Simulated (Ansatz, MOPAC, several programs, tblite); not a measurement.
Energy against volume for LaAl₂N₃, ordered on the rocksalt lattice (I4/mmm) with 6 atoms a cell, at fixed shape and fractional coordinates, computed by several methods (PBE and r2SCAN, where shown, with plane waves in Ansatz); the cell shown is that of r2SCAN. With free coordinates or axes held, a curve is too stiff, and on another method's shape its minimum isn't the method's own volume. Space group I4/mmm (No. 139), tetragonal; a = 3.452 Å, c = 12.865 Å in the conventional setting, 12.77 Å³ an atom. La is surrounded by 6 N at 2.36–2.44 Å; N is surrounded by 1 Al at 1.85 Å and 1 La at 2.36 Å; Al is surrounded by 2 N at 1.85–2.22 Å; N is surrounded by 2 Al at 2.22 Å and 4 La at 2.44 Å. Spin-unpolarised throughout. Whether this structure exists isn't addressed. Energies count from each curve's lowest point; fits are third-order Birch-Murnaghan.

```cif
data_structure
_symmetry_space_group_name_H-M 'I4/mmm'
_symmetry_Int_Tables_number 139
_cell_length_a 3.4515
_cell_length_b 3.4515
_cell_length_c 12.8646
_cell_angle_alpha 90.000
_cell_angle_beta 90.000
_cell_angle_gamma 90.000
_cell_volume 153.26
loop_
_atom_site_label
_atom_site_type_symbol
_atom_site_symmetry_multiplicity
_atom_site_Wyckoff_symbol
_atom_site_fract_x
_atom_site_fract_y
_atom_site_fract_z
_atom_site_occupancy
La1 La 2 a 0.00000 0.00000 0.00000 1
N1 N 4 e 0.50000 0.50000 0.31625 1
Al1 Al 4 e 0.00000 0.00000 0.32760 1
N2 N 2 b 0.50000 0.50000 0.00000 1
```

PM7 (MOPAC), on the shape of the cell shown, as a cluster of 108 atoms at the zone centre:
```tsv
V (Å³/atom)	E (meV/atom)
11.239	0.00
12.005	275.19
12.771	617.30
13.538	995.01
14.304	1385.50
```
The lowest point is an end point, so the minimum isn't bracketed.

Problem. PBE, on the shape of its own relaxed cell, gives
```csv
V (Å³/atom),E (meV/atom)
12.183,25.71
12.572,6.15
12.961,0.00
13.350,5.48
13.739,20.81
```
What equilibrium volume and bulk modulus follow?

Solution. V₀ = 12.96 Å³ an atom and B₀ = 158 GPa.

GFN1-xTB (tblite), on the shape of the cell shown, as a cluster of 108 atoms at the zone centre:
```tsv
V (Å³/atom)	E (meV/atom)
11.239	0.00
12.005	250.71
12.771	395.40
13.538	503.46
14.304	596.16
```
This method closes the gap of a crystal that DFT finds insulating, so its curve rests on a wrong state.
The lowest point is an end point, so the minimum isn't bracketed.

light PBE (260 eV, its own mesh), on the shape of the cell shown:
```tsv
V (Å³/atom)	E (meV/atom)
11.750	75.58
12.260	31.24
12.771	0.00
13.282	1.65
13.793	11.89
14.304	43.24
```
The points scatter about a smooth fit, as a low cutoff and a light mesh can make them, so no fit is quoted.

Problem. r2SCAN, on the shape of its own relaxed cell, gives

| V (Å³/atom) | E (meV/atom) |
| --- | --- |
| 12.005 | 27.39 |
| 12.388 | 6.49 |
| 12.771 | 0.00 |
| 13.154 | 5.86 |
| 13.538 | 22.29 |

What equilibrium volume and bulk modulus follow?

Solution. V₀ = 12.77 Å³ an atom and B₀ = 172 GPa.

The runs are scalar-relativistic, without spin-orbit coupling.
